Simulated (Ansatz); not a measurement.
# TiN4H8: small, medium and large basis sets

The task here is to estimate one member of a computed series from the others.

Program: Ansatz 0.2.0, Gaussian basis. Level of theory: one geometry, several basis sets. These are calculated values, not measurements.

Levels to be run: PBE0-D4/def2-SVP; ωB97M-V/def2-SVP; PBE0-D4/def2-QZVPP; ωB97M-V/def2-QZVPP; the functionals' def2-TZVPP values are taken from earlier runs.

## Structure used throughout

An earlier PBE0-D4 in a triple-zeta def2 set relaxation fixed the geometry.

SMILES `[NH2][Ti]([NH2])([NH2])[NH2]`, 13 atoms, charge 0, spin multiplicity 1.

Atoms are counted from 1 here; the program's logs count them from 0.

Bond lengths: N1–Ti2 1.893 Å, N1–H6 1.011 Å, N1–H7 1.009 Å, Ti2–N3 1.893 Å, Ti2–N4 1.893 Å, Ti2–N5 1.893 Å, N3–H8 1.011 Å, N3–H9 1.009 Å, N4–H10 1.009 Å, N4–H11 1.011 Å, N5–H12 1.011 Å, N5–H13 1.009 Å. Angles: Ti2–N1–H6 123.0°, Ti2–N1–H7 126.6°, H6–N1–H7 110.1°, N1–Ti2–N3 110.0°, N1–Ti2–N4 108.3°, N1–Ti2–N5 109.9°, N3–Ti2–N4 110.2°, N3–Ti2–N5 108.3°, N4–Ti2–N5 110.0°, Ti2–N3–H8 122.9°, Ti2–N3–H9 126.7°, H8–N3–H9 110.1°, Ti2–N4–H10 126.7°, Ti2–N4–H11 123.0°, H10–N4–H11 110.1°, Ti2–N5–H12 123.0°, Ti2–N5–H13 126.6°, H12–N5–H13 110.1°.

Set-up of the first run:

in.yaml

```yaml
crystal:
  periodic: [false, false, false]
  atoms:
    - {symbol: N, position_ang: [-1.432443, 1.191610, 0.313555]}
    - {symbol: Ti, position_ang: [0.001584, -0.003896, 0.000483]}
    - {symbol: N, position_ang: [-0.289807, -1.625011, 0.934162]}
    - {symbol: N, position_ang: [0.107167, -0.331133, -1.861136]}
    - {symbol: N, position_ang: [1.621304, 0.755790, 0.618682]}
    - {symbol: H, position_ang: [-1.645158, 1.967700, -0.298066]}
    - {symbol: H, position_ang: [-2.142089, 1.107402, 1.026128]}
    - {symbol: H, position_ang: [-0.079717, -1.738803, 1.916300]}
    - {symbol: H, position_ang: [-0.571685, -2.508445, 0.535965]}
    - {symbol: H, position_ang: [0.940965, -0.315733, -2.429429]}
    - {symbol: H, position_ang: [-0.708184, -0.458189, -2.444911]}
    - {symbol: H, position_ang: [2.445544, 0.206195, 0.819444]}
    - {symbol: H, position_ang: [1.772920, 1.717610, 0.883824]}
basis:
  gaussian: {orbitals: def2-SVP}
hamiltonian: {xc: pbe0, dispersion: d4}
output: {orbitals: {seedname: orbitals}}
```

Started as:

```console
$ ansatz run in.yaml --threads 2 --pin off --events-out ev --progress --plain --max-ram 22528MiB --backend cpu
```

Among the steps run: PBE0-D4 in def2-SVP; ωB97M-V in def2-SVP; PBE0-D4 in def2-QZVPP; ωB97M-V in def2-QZVPP.

One table of the session follows, with a row left open; its other results are not shown here.

It belongs to the step «Functionals by basis». 

```
functional       basis  HOMO (eV)
   PBE0-D4    def2-SVP      -6.41
   PBE0-D4  def2-TZVPP      -6.82
   PBE0-D4  def2-QZVPP      -6.87
   ωB97M-V    def2-SVP      -8.80
   ωB97M-V  def2-TZVPP          ?
   ωB97M-V  def2-QZVPP      -9.26
```

**Question.** Estimate the row for ωB97M-V, def2-TZVPP.

**Answer.** HOMO (eV): -9.21. In the column «HOMO (eV)» it lies between ωB97M-V, def2-QZVPP (-9.26) and ωB97M-V, def2-SVP (-8.80).
